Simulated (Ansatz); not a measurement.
# SiGe2+ (quartet): from Hartree-Fock to the top rungs, cc-pVTZ

The task here is to estimate one member of a computed series from the others.

Method: cc-pVTZ, core rule «outside noble gas», up to 33 orbitals frozen; program: Ansatz 0.2.0, Gaussian basis.

Plan: UHF; CCSD(T) on ROHF; CCSD(T) on UHF; BCCD(T) on ROHF; CCSDT(Q) on ROHF; CCSDT(Q) on UHF; CASSCF and NEVPT2, 11 electrons in 12 orbitals.

4 further runs of the same task are left out: 4 set aside as unsound or not needed.

## The system

The geometry is a PBE0/def2-TZVP stationary point (not a proven minimum) of the parent state, kept for this charge and spin. No spin-orbit coupling is included. The filled d shell of Ge may be among the frozen orbitals whatever the setting's name suggests; the logs give the count.

3 atoms, charge 1, spin multiplicity 4.

Atoms are counted from 1 here; the program's logs count them from 0.

Bond lengths: Ge1–Ge2 2.453 Å, Ge1–Si3 2.352 Å, Ge2–Si3 2.352 Å. Angles: Ge2–Ge1–Si3 58.6°, Ge1–Ge2–Si3 58.6°, Ge1–Si3–Ge2 62.9°.

The first run:

The input, in.yaml:

```yaml
crystal:
  periodic: [false, false, false]
  atoms:
    - {symbol: Ge, position_ang: [0.000000, 0.325086, 1.226603]}
    - {symbol: Ge, position_ang: [0.000000, 0.325086, -1.226603]}
    - {symbol: Si, position_ang: [0.000000, -1.681598, 0.000000]}
basis:
  gaussian: {orbitals: cc-pVTZ}
total_charge: 1
magnetization: {spin_polarized: true, initial_magnetization: 3}
hamiltonian: {xc: hf}
output: {orbitals: {seedname: orbitals}}
```

Command:

```bash
ansatz run in.yaml --threads 1 --pin off --events-out ev --progress --plain --max-ram 4096MiB --backend cpu
```

Among the steps run: UHF; CCSD(T) on ROHF; CCSD(T) on UHF; BCCD(T) on ROHF; CCSDT(Q) on ROHF; CCSDT(Q) on UHF; CASSCF and NEVPT2, 11 electrons in 12 orbitals.

One of the session's tables, all rows but one given; the rest of the session is left out.

```
        method  from RCCSDT(Q) (kcal/mol)
          ROHF                    +187.91
           UHF                    +179.81
          RMP2                     +25.74
          UMP2                     +29.32
         RCCSD                     +15.84
         UCCSD                     +15.11
      RCCSD(T)                      +2.13
      UCCSD(T)                          ?
       BCCD(T)                      +2.14
        RCCSDT                      +1.47
        UCCSDT                      +1.08
     RCCSDT(Q)                          0
     UCCSDT(Q)                      -0.32
CASSCF valence                    +114.23
NEVPT2 valence                     +23.53
```

Estimate the missing values for UCCSD(T).

The run gave: from RCCSDT(Q) (kcal/mol): +2.00. In the column «from RCCSDT(Q) (kcal/mol)» it lies between RCCSDT (+1.47) and RCCSD(T) (+2.13).

To keep in mind: Restricted and unrestricted rows rest on different reference determinants; where their highest levels disagree by more than a few hundredths of an eV, they describe different states and don't form one ladder.
